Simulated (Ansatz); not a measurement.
# CH₆BFOSi: one species, many methods

One table from this session's results is given with a row withheld; the runs are named, their logs left out.

Method: functionals in def2-TZVPP, the program's frozen cores in correlated methods; program: Ansatz 0.2.0, Gaussian basis.

The runs, in order: PBE-D4, r2SCAN-D4, PBE0-D4, B3LYP-D4, ωB97X-V, ωB97M-V, B2PLYP; CCSD(T)/def2-TZVPP; MP2/def2-QZVPP; extrapolation to the limit.

## The relaxed structure

All runs share one geometry, relaxed beforehand with PBE0-D4 in a triple-zeta def2 set.

SMILES `BO[SiH](C)F`, 11 atoms, charge 0, spin multiplicity 1.

Atoms are counted from 1 here; the program's logs count them from 0.

Bond lengths: B1–O2 1.349 Å, B1–H6 1.198 Å, B1–H7 1.203 Å, O2–Si3 1.648 Å, Si3–C4 1.841 Å, Si3–F5 1.594 Å, Si3–H8 1.481 Å, C4–H9 1.092 Å, C4–H10 1.093 Å, C4–H11 1.092 Å. Angles: O2–B1–H6 118.1°, O2–B1–H7 120.0°, H6–B1–H7 121.9°, B1–O2–Si3 132.4°, O2–Si3–C4 109.1°, O2–Si3–F5 106.8°, O2–Si3–H8 109.5°, C4–Si3–F5 109.5°, C4–Si3–H8 114.4°, F5–Si3–H8 107.3°, Si3–C4–H9 110.5°, Si3–C4–H10 110.6°, Si3–C4–H11 110.7°, H9–C4–H10 108.3°, H9–C4–H11 108.4°, H10–C4–H11 108.2°.

The first run:

Contents of in.yaml:

```yaml
crystal:
  periodic: [false, false, false]
  atoms:
    - {symbol: B, position_ang: [-0.435472, 1.710150, 1.463714]}
    - {symbol: O, position_ang: [0.208748, 0.982945, 0.527484]}
    - {symbol: Si, position_ang: [-0.323295, -0.084461, -0.609919]}
    - {symbol: C, position_ang: [0.834503, -1.513518, -0.683191]}
    - {symbol: F, position_ang: [-0.306046, 0.684963, -2.006039]}
    - {symbol: H, position_ang: [0.213767, 2.446610, 2.150503]}
    - {symbol: H, position_ang: [-1.626697, 1.602620, 1.594844]}
    - {symbol: H, position_ang: [-1.730066, -0.449752, -0.325564]}
    - {symbol: H, position_ang: [1.852282, -1.172435, -0.886312]}
    - {symbol: H, position_ang: [0.837815, -2.053967, 0.266587]}
    - {symbol: H, position_ang: [0.539962, -2.210055, -1.471509]}
basis:
  gaussian: {orbitals: def2-TZVPP}
hamiltonian: {xc: pbe, dispersion: d4}
output: {forces: true, orbitals: {seedname: orbitals}}
```

Started as:

```
$ ansatz run in.yaml --threads 4 --pin off --events-out ev --progress --plain --max-ram 10444MiB
```

Among the steps run: PBE-D4 (GGA); r2SCAN-D4 (meta-GGA); PBE0-D4 (hybrid); B3LYP-D4 (hybrid); ωB97X-V (range-separated); ωB97M-V (range-separated); B2PLYP (double hybrid); CCSD(T) in def2-TZVPP; MP2 in def2-QZVPP.

One of the session's tables, all rows but one given; the rest of the session is left out.

It belongs to the step «Atomisation energies». 

| method | atomisation energy (kJ/mol) |
| --- | --- |
| PBE-D4 | 4359.3 |
| r2SCAN-D4 | 4344.2 |
| PBE0-D4 | 4303.7 |
| B3LYP-D4 | 4328.4 |
| ωB97X-V | ? |
| ωB97M-V | 4346.3 |
| B2PLYP | 4298.3 |
| HF/def2-TZVPP | 3331.6 |
| MP2/def2-TZVPP | 4314.3 |
| CCSD/def2-TZVPP | 4183.4 |
| CCSD(T)/def2-TZVPP | 4231.4 |
| MP2/CBS | 4419.1 |
| CCSD(T)/CBS | 4336.2 |

Estimate the missing values for ωB97X-V.

The run gave: atomisation energy (kJ/mol): 4340.1. In the column «atomisation energy (kJ/mol)» it lies between CCSD(T)/CBS (4336.2) and r2SCAN-D4 (4344.2).

Limits of these values: Free atoms (1 B, 1 O, 1 Si, 1 C, 1 F, 6 H) were run apart at each level; the atomisation energy is their sum less the molecule, without zero-point or spin-orbit terms.
